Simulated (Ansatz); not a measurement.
Here is an Ansatz input file for C₂H₈SiSn, SMILES [SnH3][CH]1C[SiH2]1. Write the same calculation for the Python package.

```yaml
crystal:
  periodic: [false, false, false]
  atoms:
    - { symbol: Sn, position_ang: [-1.78, 0.0715, 0.315] }
    - { symbol: C, position_ang: [0.1944, 0.7414, -0.0358] }
    - { symbol: C, position_ang: [1.1822, -0.0581, 0.6667] }
    - { symbol: Si, position_ang: [1.205, -0.4325, -1.1737] }
    - { symbol: H, position_ang: [-2.8216, 0.6174, -1.0618] }
    - { symbol: H, position_ang: [-2.4201, 0.8543, 1.7827] }
    - { symbol: H, position_ang: [-1.8475, -1.626, 0.4441] }
    - { symbol: H, position_ang: [0.4913, 1.8334, -0.1766] }
    - { symbol: H, position_ang: [2.1162, 0.534, 1.0302] }
    - { symbol: H, position_ang: [0.8128, -0.8585, 1.3583] }
    - { symbol: H, position_ang: [0.5668, -1.7938, -1.3233] }
    - { symbol: H, position_ang: [2.3776, 0.0618, -1.7919] }
basis:
  gaussian: { orbitals: def2-SVP }
hamiltonian:
  xc: cam_b3lyp
output:
  forces: true
```

Launched from the shell:
```console
$ ansatz run input.yaml --threads 1 --pin off --max-ram 4096MiB --backend cpu --events-out ev --progress --plain --runs-dir out
Engine: ansatz 0.2.0, x86_64-unknown-linux-gnu
Functional definition: CAM-B3LYP
  parameter alpha = 0.19
  parameter beta = 0.46
  parameter omega = 0.33/bohr
  parameter ac = 0.81
  exchange = (1 - alpha - beta)*b88_x + beta*b88_x_sr(omega) + alpha*exact_x + beta*exact_x_lr(omega)
  correlation = (1 - ac)*vwn5_c + ac*lyp_c
1215 factors; integrals over basis functions are off by at most 1.1e-3 eV
393 factors; integrals over basis functions are off by at most 8.1e-6 eV
mean field evaluation 1: about -15898.3646 eV, gradient 5.0e1 eV
mean field evaluation 2: about -15893.2544 eV, gradient 6.4e1 eV
mean field evaluation 4: about -15904.6665 eV, gradient 2.0e0 eV
mean field evaluation 8: about -15904.7484 eV, gradient 1.1e-1 eV
mean field evaluation 16: about -15904.7485 eV, gradient 7.1e-5 eV
mean field -15904.74847075 eV, -584.4887256742 hartree, gradient 7.1e-5 eV, S^2 0.000000; 0 other end points of the search recorded, 0 dependent functions left out
the calculation of the forces begins
reference -15904.74861533 eV, -584.4887309874 hartree; 28, 28 occupied and 84, 84 virtual orbitals, 1215 factors
Total energy: -15904.74861533 eV, -584.4887309874 hartree
Atom 0 at    -1.780000     0.071500     0.315000 Å, force    -1.661191     1.476168    -0.390606 eV/Å
Atom 1 at     0.194400     0.741400    -0.035800 Å, force    -0.168495     1.477528    -1.727912 eV/Å
Atom 2 at     1.182200    -0.058100     0.666700 Å, force     3.024757    -0.399987     1.902124 eV/Å
Atom 3 at     1.205000    -0.432500    -1.173700 Å, force    -1.720170    -0.653530     1.686111 eV/Å
Atom 4 at    -2.821600     0.617400    -1.061800 Å, force     0.556884    -0.413150     0.845000 eV/Å
Atom 5 at    -2.420100     0.854300     1.782700 Å, force     0.279275    -0.469868    -0.595334 eV/Å
Atom 6 at    -1.847500    -1.626000     0.444100 Å, force     0.137849    -0.031538     0.035697 eV/Å
Atom 7 at     0.491300     1.833400    -0.176600 Å, force    -0.894344    -1.205363     0.177323 eV/Å
Atom 8 at     2.116200     0.534000     1.030200 Å, force    -1.535656    -1.204396    -0.212633 eV/Å
Atom 9 at     0.812800    -0.858500     1.358300 Å, force     0.595432     0.630213    -0.275609 eV/Å
Atom 10 at     0.566800    -1.793800    -1.323300 Å, force     0.417009     0.549829    -0.537526 eV/Å
Atom 11 at     2.377600     0.061800    -1.791900 Å, force     0.968650     0.244093    -0.906635 eV/Å
Dipole moment:     0.229628    -0.023484    -0.083334 e Å
```

Script `c2h8sisn.py`:
```python
import json

import ansatz as az
import numpy as np


def main() -> None:
    molecule = (
        az.Crystal.molecule()
        .atom("Sn", (-1.78, 0.0715, 0.315))
        .atom("C", (0.1944, 0.7414, -0.0358))
        .atom("C", (1.1822, -0.0581, 0.6667))
        .atom("Si", (1.205, -0.4325, -1.1737))
        .atom("H", (-2.8216, 0.6174, -1.0618))
        .atom("H", (-2.4201, 0.8543, 1.7827))
        .atom("H", (-1.8475, -1.626, 0.4441))
        .atom("H", (0.4913, 1.8334, -0.1766))
        .atom("H", (2.1162, 0.534, 1.0302))
        .atom("H", (0.8128, -0.8585, 1.3583))
        .atom("H", (0.5668, -1.7938, -1.3233))
        .atom("H", (2.3776, 0.0618, -1.7919))
    )

    model = molecule.calculation()
    model = model.basis(gaussian="def2-SVP")
    model = model.functional("cam_b3lyp")
    model = model.forces()
    out = model.run()
    report = out.report

    print("reference energy %16.6f eV" % report["reference_energy_ev"])
    print("total energy     %16.6f eV" % report["free_energy_ev"])
    print("occupied (up, down):", report["n_occupied"], " virtual:", report["n_virtual"], " frozen:", report["n_frozen"])

    field = report["mean_field"]
    print("<S^2> =", round(abs(field["state"]["spin_squared"]), 4), " relativity:", field["relativity"])
    print("passes:", field["passes"])
    if "symmetry" in field:
        print("occupied orbitals by irrep:", field["symmetry"]["occupied"])

    symbols = [site.symbol for site in molecule.cartesian_sites]
    forces = np.array(report["forces_ev_ang"])
    print("largest force", round(float(np.linalg.norm(forces, axis=1).max()), 4), "eV/A, rms", round(float(np.sqrt((forces ** 2).mean())), 4))

    charges = report["charge_distribution"]
    print("dipole moment", round(4.803205 * float(np.linalg.norm(charges["dipole_moment_e_ang"])), 3), "D")
    print("Mulliken:", [(s, round(q, 3)) for s, q in zip(symbols, charges["mulliken_charges_e"])])
    with open("c2h8sisn.json", "w") as handle:
        json.dump({k: report[k] for k in ("free_energy_ev", "reference_energy_ev", "n_occupied", "n_virtual")}, handle, indent=1)


if __name__ == "__main__":
    main()
```

```console
$ python c2h8sisn.py
reference energy    -15904.748615 eV
total energy        -15904.748615 eV
occupied (up, down): [28, 28]  virtual: [84, 84]  frozen: 0
<S^2> = 0.0  relativity: none
passes: {'evaluations': 14, 'products': 12}
occupied orbitals by irrep: [{'A': 28}, {'A': 28}]
largest force 3.5954 eV/A, rms 1.0654
dipole moment 1.179 D
Mulliken: [('Sn', 0.452), ('C', -0.34), ('C', -0.165), ('Si', 0.251), ('H', -0.109), ('H', -0.101), ('H', -0.09), ('H', 0.078), ('H', 0.06), ('H', 0.059), ('H', -0.05), ('H', -0.046)]
```

Total energies depend on the basis set; only differences at equal settings carry meaning. The geometry is a force-field or estimated start, not a minimum of this method, and the basis set is short of its limit. def2 sets replace the cores of elements past krypton by effective core potentials. Run time: 6.1 s on 1 thread of Intel(R) Xeon(R) Platinum 8488C (Sapphire Rapids), with other jobs on the host, peak memory 0.37 GiB.

(Lines on the test bed's own set-up are left out of the output.)
